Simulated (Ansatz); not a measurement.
# CH5BTe (SMILES CB[TeH]): functionals against CCSD(T) at one geometry

One table from this session's results is given with a row withheld; the runs are named, their logs left out.

Program: Ansatz 0.2.0, Gaussian basis. Level of theory: single points in def2-TZVPP. These are calculated values, not measurements.

Cores are frozen in the correlated methods. Filled d shells of the heavier atoms are correlated. Core potentials replace the inner electrons past krypton, and spin-orbit coupling is left out.

## Starting geometry

8 atoms, charge 0, spin multiplicity 1.

Atoms are counted from 1 here; the program's logs count them from 0.

Bond lengths: C1–B2 1.572 Å, C1–H4 1.113 Å, C1–H5 1.077 Å, C1–H6 1.096 Å, B2–Te3 2.076 Å, B2–H7 1.170 Å, Te3–H8 1.665 Å. Angles: B2–C1–H4 109.1°, B2–C1–H5 109.9°, B2–C1–H6 112.9°, H4–C1–H5 106.8°, H4–C1–H6 108.1°, H5–C1–H6 109.8°, C1–B2–Te3 125.5°, C1–B2–H7 118.8°, Te3–B2–H7 115.7°, B2–Te3–H8 95.9°.

Coordinates:

```mol
CH5BTe
  3D, bonds by distance, orders not assigned

  8  7  0  0  0  0  0  0  0  0999 V2000
    0.1365    0.6881   -0.6464 C   0  0
   -0.4654    0.0977    0.6802 B   0  0
   -0.1390   -1.8220    1.4010 Te  0  0
   -0.6947    1.0244   -1.3057 H   0  0
    0.7292    1.5592   -0.4244 H   0  0
    0.7385   -0.0388   -1.2030 H   0  0
   -1.1426    0.7811    1.3459 H   0  0
    0.8112   -2.3220    0.1291 H   0  0
  1  2  8  0
  1  4  8  0
  1  5  8  0
  1  6  8  0
  2  3  8  0
  2  7  8  0
  3  8  8  0
M  END
```

The first run:

File run/in.yaml:

```yaml
crystal:
  periodic: [false, false, false]
  atoms:
    - {symbol: C, position_ang: [0.136500, 0.688100, -0.646400]}
    - {symbol: B, position_ang: [-0.465400, 0.097700, 0.680200]}
    - {symbol: Te, position_ang: [-0.139000, -1.822000, 1.401000]}
    - {symbol: H, position_ang: [-0.694700, 1.024400, -1.305700]}
    - {symbol: H, position_ang: [0.729200, 1.559200, -0.424400]}
    - {symbol: H, position_ang: [0.738500, -0.038800, -1.203000]}
    - {symbol: H, position_ang: [-1.142600, 0.781100, 1.345900]}
    - {symbol: H, position_ang: [0.811200, -2.322000, 0.129100]}
basis:
  gaussian: {orbitals: def2-TZVPP}
correlation: {method: ccsd_t}
output: {forces: true}
```

No record of the launch command was kept for these runs.

Steps of the session up to this table: CCSD(T)/def2-TZVPP; PBE0-D4/def2-TZVPP; wB97M-V/def2-TZVPP; r2SCAN-D4/def2-TZVPP; PBE-D4/def2-TZVPP; B97M-V/def2-TZVPP; LC-wPBE/def2-TZVPP.

One of the session's tables, all rows but one given; the rest of the session is left out.

| method | RMS force component (eV/Å) | angle to CCSD(T) forces (°) | dipole (D) |
| --- | --- | --- | --- |
| CCSD(T) | 0.387 | reference | 0.54 |
| PBE0-D4 | 0.426 | 12.8 | 0.64 |
| wB97M-V | ? | ? | ? |
| r2SCAN-D4 | 0.433 | 13.7 | 0.66 |
| PBE-D4 | 0.457 | 23.8 | 0.56 |
| B97M-V | 0.432 | 18.1 | 0.53 |
| LC-wPBE | 0.408 | 13.6 | 0.74 |

Q: Estimate the row for wB97M-V from the others.

As computed: RMS force component (eV/Å): 0.401; angle to CCSD(T) forces (°): 9.4; dipole (D): 0.65. In the column «RMS force component (eV/Å)» it lies between CCSD(T) (0.387) and LC-wPBE (0.408).
